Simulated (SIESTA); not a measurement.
HPbNO4 under changes of volume

One of the cells (15.372 Å³/atom); the others are scaled copies at fixed shape and fractional positions:

```
H Pb N O
1.0
     6.90419    0.00000    0.00000
     0.00000    4.25666    0.00000
    -3.41347    0.00000    7.32277
H Pb N O
2 2 2 8
Direct
  0.22549 0.75000 0.50730
  0.77451 0.25000 0.49270
  0.30229 0.25000 0.28494
  0.69771 0.75000 0.71506
  0.21484 0.75000 0.83567
  0.78516 0.25000 0.16433
  0.33078 0.75000 0.45338
  0.40909 0.75000 0.86901
  0.15508 0.75000 0.96537
  0.07083 0.75000 0.66955
  0.66922 0.25000 0.54661
  0.59091 0.25000 0.13099
  0.84492 0.25000 0.03463
  0.92917 0.25000 0.33045
```

The cell was built by a generator and needn't be a form met in nature.

| Property | Result |
| --- | --- |
| Program | SIESTA 5.4.2 |
| Functional | PBE |
| Potentials or basis | PseudoDojo 0.4 standard (PBE files) |
| Basis | DZP (energy shift 0.003 Ry; two zetas on semicore shells) |
| Grid cutoff | 800 Ry |
| Energy shift | 0.003 Ry |
| k mesh | 5 × 6 × 4 |
| Occupations | fermi-dirac, width 0.05 eV |
| Spin | no spin polarisation |

| volume (Å³/atom) | energy over the lowest point (meV/atom) | pressure (GPa) | gap on the mesh (eV) | largest force (eV/Å) |
| --- | --- | --- | --- | --- |
| 14.166 | 36.52 | 9.5 | 3.11 | 3.361 |
| 14.468 | 21.00 | 7.0 | 3.10 | 2.652 |
| 14.769 | ? | ? | ? | ? |
| 15.372 | 0.00 | 0.8 | 3.04 | 0.805 |
| 15.673 | 0.15 | -0.9 | 3.00 | 0.338 |
| 15.975 | 3.35 | -2.5 | 2.96 | 0.266 |

**Question.** What does the run at 14.769 Å³/atom give?

**Answer.** Energy over the lowest point 10.04 meV/atom; pressure 4.7 GPa; gap on the mesh 3.08 eV; largest force 1.989 eV/Å.

Worked out: A Birch-Murnaghan fit of order 3 (a polynomial in V^(-2/3)) to the other rows has its minimum at 15.51 Å³/atom with B0 = V·E''(V) = 87 GPa and B' = 4.1 at fixed shape and positions, which overstates the stiffness. It gives 10.05 meV/atom at 14.769 Å³/atom, against the run's 10.04, and -dE/dV = 4.7 GPa, against 4.7. A parabola through the other rows of the gap, of slope -0.889 eV per unit of ln V there, gives 3.09 eV, against the run's 3.08.

Energies are extrapolated to zero smearing.

Caveats: spin-orbit coupling is left out, which as a rule narrows the gap of such compounds by several tenths of an eV; an odd mesh through Γ misses points on the zone boundary, where band edges often lie; the basis of atomic orbitals isn't converged, which shifts pressures, moduli and gaps; forces of over 1 eV/Å show positions far from the minimum, so gaps and moduli don't describe the material at rest (some runs).
